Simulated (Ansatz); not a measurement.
# Hf4C3: the cost of one run

Computed with Ansatz 0.2.0 (DFT PBE, scalar-relativistic, plane waves, PAW, unless a step's input says otherwise).

## 1. The starting structure

Symmetry: P6/mmm, No. 191, hexagonal system. Conventional cell: a = 4.306 Å, b = 4.306 Å, c = 6.986 Å, α = 90.00°, β = 90.00°, γ = 120.00°. Hf (site symmetry 3m) has 4 Hf at 2.49 to 2.70 Å and 6 C at 2.64 to 2.83 Å as nearest neighbours. C (site symmetry 6mm) is surrounded by 2 C at 2.24 to 2.50 Å and 6 Hf at 2.64 Å. C (site symmetry 6/mmm) has 2 C at 2.24 Å and 12 Hf at 2.83 Å as nearest neighbours.

As a file:

```xyz
7
Lattice="4.3058 0.0000 0.0000 -2.1529 3.7289 0.0000 0.0000 0.0000 6.9859" Properties=species:S:1:pos:R:3 pbc="T T T"
Hf    0.0000    2.4859    4.8436
Hf    2.1529    1.2430    4.8436
Hf    2.1529    1.2430    2.1423
Hf    0.0000    2.4859    2.1423
C     0.0000    0.0000    1.2497
C     0.0000    0.0000    5.7362
C     0.0000    0.0000    3.4929
```

A structure generator made this guess: random cell by space group and Wyckoff sites (P6/mmm, No. 191). The dimensions are guesses.

## 2. Probe: one point on a coarse mesh

Input file input.yaml:

```yaml
crystal:
  lattice:
    - [4.30578859, 0.0, 0.0]
    - [-2.15289429, 3.7289223, 0.0]
    - [0.0, 0.0, 6.98586428]
  atoms:
    - { symbol: Hf, position: [0.33333333, 0.66666667, 0.69333609] }
    - { symbol: Hf, position: [0.66666667, 0.33333333, 0.69333609] }
    - { symbol: Hf, position: [0.66666667, 0.33333333, 0.30666391] }
    - { symbol: Hf, position: [0.33333333, 0.66666667, 0.30666391] }
    - { symbol: C, position: [0.0, 0.0, 0.1788885] }
    - { symbol: C, position: [0.0, 0.0, 0.8211115] }
    - { symbol: C, position: [0.0, 0.0, 0.5] }
basis:
  ecutwfc: 420
kpoints:
  mp_grid: { grid: [6, 6, 4] }
hamiltonian:
  xc: pbe
scf:
  occupations: { method: gaussian, width: 0.1 }
  lower_state_search: "off"
output:
  forces: true
  stress: true
  eigenvalues: true
```

On the command line:

```sh
> ansatz run input.yaml --threads 1 --pin off --max-ram 2560MiB --backend cpu --events-out ev --progress --plain --runs-dir out
```

What time and memory should one allow on 1 thread of Arm Neoverse V1, shared host?

About 10 s, with a peak of 0.43 GiB.
